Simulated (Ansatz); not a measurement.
# Br2: the cost of one run

All numbers are computed with the Python package of Ansatz 0.2.0. The levels of theory stand in the script.

### Step 1. Starting point

Bond lengths: Br1–Br2 2.230 Å.

The script holds or builds the structure itself.

### Step 2. The script

run_cas.py reads:

```python
# -*- coding: utf-8 -*-
"""Active-space calculation on Br2."""

import ansatz as az

GEOMETRY = """
Br    0.00000    0.00000    0.00000
Br    0.00000    0.00000    2.23000
"""


def main():
    mol = az.Crystal.molecule()
    for line in GEOMETRY.strip().splitlines():
        symbol, *xyz = line.split()
        mol = mol.atom(symbol, [float(v) for v in xyz])

    calc = (
        mol.calculation()
        .basis(gaussian="def2-SVP")  # the orbital basis, by name
        .correlation(active_electrons=4, active_orbitals=4)  # correlation on top of the mean field
    )
    for method in [None, "sc_nevpt2"]:
        data = (calc if method is None else calc.correlation(method)).run(threads=1, pin="off").report
        space = data["configurations"]
        state = space["states"][0]
        print(method or "casscf", f"total {data['free_energy_ev'] / 27.211386246:.6f} Ha, active-space state {state['energy']['hartree']:.6f} Ha, mean field {data['reference_energy_ev'] / 27.211386246:.6f} Ha")
        print("  determinants", state["n_determinants"], " natural occupations", [round(n, 3) for n in space["natural_occupations"]])


if __name__ == "__main__":
    main()
```

### Step 3. The input behind the calls

The engine receives this input (first run):

```yaml
crystal:
  periodic: [false, false, false]
  atoms:
    - { symbol: Br, position_ang: [0.0, 0.0, 0.0] }
    - { symbol: Br, position_ang: [0.0, 0.0, 2.23] }
basis:
  gaussian:
    orbitals: def2-SVP
correlation:
  active_space:
    window:
      electrons: 4
      orbitals: 4
```

### Step 4. Launch

On the command line:

```bash
> python run_cas.py
```

What time and memory should one allow on 1 thread of AMD EPYC 9B14 (Zen 4), shared host?

About 16 s, with a peak of 0.25 GiB.
